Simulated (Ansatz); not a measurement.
# MoC (triplet): wave-function methods side by side, def2-TZVPP

An exercise on one series of results from a longer session: the logs are not shown, and one member is left open.

Program: Ansatz 0.2.0, Gaussian basis. Level of theory: def2-TZVPP, core rule «outside noble gas», up to 5 orbitals frozen. These are calculated values, not measurements.

Plan: UHF; ROHF; CCSD(T) on UHF.

2 further runs of the same task are left out: 2 set aside as unsound or not needed.

**What is computed**

The geometry is a PBE0/def2-TZVP stationary point (not a proven minimum) of the parent state, kept for this charge and spin. No spin-orbit coupling is included. Elements past krypton take def2 core potentials.

2 atoms, charge 0, spin multiplicity 3.

Atoms are counted from 1 here; the program's logs count them from 0.

Bond lengths: Mo1–C2 1.636 Å.

The first run:

in.yaml

```yaml
crystal:
  periodic: [false, false, false]
  atoms:
    - {symbol: Mo, position_ang: [0.000000, 0.000000, 0.000000]}
    - {symbol: C, position_ang: [0.000000, 0.000000, 1.636200]}
basis:
  gaussian: {orbitals: def2-TZVPP}
magnetization: {spin_polarized: true, initial_magnetization: 2}
hamiltonian: {xc: hf}
output: {orbitals: {seedname: orbitals}}
```

On the command line:

```console
ansatz run in.yaml --threads 1 --pin off --events-out ev --progress --plain --max-ram 4096MiB --backend cpu
```

Among the steps run: UHF; ROHF; CCSD(T) on UHF.

One of the session's tables, all rows but one given; the rest of the session is left out.

| method | from UCCSD(T) (meV) |
| --- | --- |
| ROHF | +10153.8 |
| UHF | +8974.6 |
| UMP2 | +1474.5 |
| UCCSD | ? |
| UCCSD(T) | 0 |

**Question.** Estimate the row for UCCSD.

As computed: from UCCSD(T) (meV): +595.2. In the column «from UCCSD(T) (meV)» it lies between UCCSD(T) (0) and UMP2 (+1474.5).

Limits of these values: The determinant is far from a pure spin state, so its energy mixes those of several spin states (harmless only where they are near-degenerate, as at dissociation).
